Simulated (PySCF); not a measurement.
# Cl4Ti ([TiCl4]-): the cost of one run

Computed with PySCF 2.14.0 and routines of our own; the level stands in each step. Atoms count from 0.

## 1. The system as given

5 atoms, charge -1, states of the metal's open shell are computed; geometry from: model start, shaken.

## 2. Optimising the geometry at PBE0-D3(BJ)/def2-TZVP

The job: settings as JSON, then the geometry in Å.

```
{"job": {"xc": "PBE0", "basis": "def2-TZVP", "d3": "d3bj", "grid": 1, "maxiter": 45, "kind": "geom"}, "charge": -1, "metal": "Ti", "open_shell": "d1"}
Ti     0.000020     0.004480    -0.004110
Cl     1.291450     1.297990     1.289940
Cl    -1.303910    -1.284710     1.297430
Cl    -1.314120     1.312160    -1.299460
Cl     1.306390    -1.318770    -1.305250
```

Started as:

```bash
OMP_NUM_THREADS=1 python lf_run.py task.json out
```

The driver reads the jobs from task.json and runs them one after another.

Q: Estimate the wall time and peak memory of this first job on 1 thread of Intel Xeon 6975P-C, shared host.

About 77 s, with a peak of 0.79 GiB.
